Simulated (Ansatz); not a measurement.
# HfMo2: properties at the relaxed cell

An exercise on one series of results from a longer session: the logs are not shown, and one member is left open.

Computed with Ansatz 0.2.0 (DFT PBEsol, scalar-relativistic, plane waves, PAW, unless a step's input says otherwise).

1 further run of the same task is left out (set aside as unsound or not needed).

## The system as given

Symmetry: Fd-3m, No. 227, cubic system. The conventional cell has a = 7.492 Å, b = 7.492 Å, c = 7.492 Å, α = 90.00°, β = 90.00°, γ = 90.00°. Around Hf (site symmetry -43m) lie 12 Mo at 3.11 Å and 4 Hf at 3.24 Å. Mo (site symmetry -3m) has 6 Mo at 2.65 Å and 6 Hf at 3.11 Å in its first shell of neighbours.

Structure file:

```
Hf Mo
1.0
     0.00000    3.74584    3.74584
     3.74584    0.00000    3.74584
     3.74584    3.74584    0.00000
Hf Mo
2 4
Direct
  0.50000 0.50000 0.50000
  0.75000 0.75000 0.75000
  0.12500 0.12500 0.12500
  0.62500 0.12500 0.12500
  0.12500 0.12500 0.62500
  0.12500 0.62500 0.12500
```

It is the result of an earlier relaxation at this level (volume 17.52 Å³/atom; gap on the mesh: none (metal)).

Set-up of the first run:

File input.yaml:

```yaml
crystal:
  lattice:
    - [0.0, 3.745843801, 3.745843801]
    - [3.745843801, 0.0, 3.745843801]
    - [3.745843801, 3.745843801, 0.0]
  atoms:
    - { symbol: Hf, position: [0.5, 0.5, 0.5] }
    - { symbol: Hf, position: [0.75, 0.75, 0.75] }
    - { symbol: Mo, position: [0.125, 0.125, 0.125] }
    - { symbol: Mo, position: [0.625, 0.125, 0.125] }
    - { symbol: Mo, position: [0.125, 0.125, 0.625] }
    - { symbol: Mo, position: [0.125, 0.625, 0.125] }
basis:
  ecutwfc: 420
kpoints:
  mp_grid: { grid: [8, 8, 8] }
  band_path:
    path:
      - [[0.0, 0.0, 0.0], [0.5, 0.0, 0.5], [0.625, 0.25, 0.625]]
      - [[0.375, 0.375, 0.75], [0.0, 0.0, 0.0], [0.5, 0.5, 0.5], [0.5, 0.25, 0.75], [0.5, 0.0, 0.5]]
    npoints: 14
hamiltonian:
  xc: pbesol
scf:
  occupations: { method: gaussian, width: 0.1 }
  n_extra_bands: 15
output:
  forces: true
  stress: true
  eigenvalues: true
  populations: true
  dos: { projected: true, de: 0.02, nscf_kmesh: { grid: [12, 12, 12] } }
  bader: true
  write_density: true
  write_potential: true
  elf: true
  volumetric_format: npy
```

The run is started by

```console
> ansatz run input.yaml --threads 1 --pin off --max-ram 2560MiB --backend cpu --events-out ev --progress --plain --runs-dir out
```

Among the steps run: Static run: bands, density of states and charges; Back to the database's cell; Point at V/V0 = 0.97; Point at V/V0 = 1.03; Point at V/V0 = 0.94; The cell scaled to 1.06 of its volume; The cell scaled to 0.91 of its volume; Volume × 1.10; Volume × 0.88.

One of the session's tables, all rows but one given; the rest of the session is left out.

It belongs to the step «Energy against volume». 

| volume (Å³/atom) | energy above the lowest point (meV/atom) | pressure (GPa) |
| --- | --- | --- |
| 15.417 | 205.6 | 34.81 |
| 15.943 | 109.5 | 24.07 |
| 16.469 | 46.1 | 14.82 |
| 16.994 | 10.9 | 6.86 |
| 17.520 | 0.0 | 0.00 |
| 18.045 | 10.1 | -5.91 |
| 18.571 | ? | ? |
| 19.272 | 99.3 | -16.64 |

Q: Estimate the row for volume (Å³/atom) = 18.571 from the others.

Worked estimate for «energy above the lowest point (meV/atom)». A straight line through the neighbours (18.045, 10.1) and (19.272, 99.3) gives 10.1 + (99.3 − 10.1) × (18.571 − 18.045) / (19.272 − 18.045) = 48.3; a parabola fitted to 3 rows on both sides gives 37.1.

The run gave: energy above the lowest point (meV/atom): 38.2; pressure (GPa): -10.98. In «energy above the lowest point (meV/atom)» the line misses by +10.1 and the parabola by -1.1.
